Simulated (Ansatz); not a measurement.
# BF2H3O: the cost of one run

Program: Ansatz 0.2.0. Level of theory: RHF/def2-SVP. These are calculated values, not measurements.

### 1 The starting structure

Bond lengths: B1–O2 1.760 Å, O2–H3 1.010 Å, B1–H4 1.190 Å, B1–F5 1.320 Å, B1–F6 1.620 Å, O2–H7 1.108 Å. Angles: B1–O2–H3 109.5°, B1–O2–H7 74.8°, H3–O2–H7 113.4°, O2–B1–H4 120.0°, O2–B1–F5 120.0°, O2–B1–F6 71.6°, H4–B1–F5 120.0°, H4–B1–F6 96.8°, F5–B1–F6 101.3°.

Coordinates:

```xyz
7

B     0.0000    0.0000    0.0000
O     0.0000    0.0000    1.7600
H    -0.9095   -0.2814    2.0971
H     1.0305    0.0000   -0.5950
F    -1.1431    0.0000   -0.6600
F     0.0726    1.5356    0.5108
H     0.0505    1.0680    1.4702
```

### 2 Pulling towards end A

Springs on the bonds that form and break draw the guess towards this end; the thresholds are loose.

The input, input.yaml:

```yaml
crystal:
  periodic: [false, false, false]
  atoms:
    - { symbol: B, position_ang: [0.0, 0.0, 0.0] }
    - { symbol: O, position_ang: [0.0, 0.0, 1.76] }
    - { symbol: H, position_ang: [-0.9095, -0.2814, 2.0971] }
    - { symbol: H, position_ang: [1.0305, 0.0, -0.595] }
    - { symbol: F, position_ang: [-1.1431, 0.0, -0.66] }
    - { symbol: F, position_ang: [0.0726, 1.5356, 0.5108] }
    - { symbol: H, position_ang: [0.0505, 1.068, 1.4702] }
basis:
  gaussian: { orbitals: def2-SVP }
hamiltonian:
  xc: hf
relax:
  f_tol: 0.15
  max_steps: 25
  restrain:
    - { distance: [0, 5], at: 2.52, k: 30.0 }
    - { distance: [6, 1], at: 2.21, k: 30.0 }
    - { distance: [0, 1], at: 1.41, k: 30.0 }
    - { distance: [6, 5], at: 0.92, k: 30.0 }
output:
  orbitals: {}
```

Launch:

```sh
ansatz run input.yaml --threads 1 --pin off --max-ram 2048MiB --backend cpu --events-out ev --progress --plain --runs-dir out
```

**Question.** How long does this run take on 1 thread of Arm Neoverse V2, shared host, and how much memory does it need?

About 8.8 s, with a peak of 0.12 GiB.
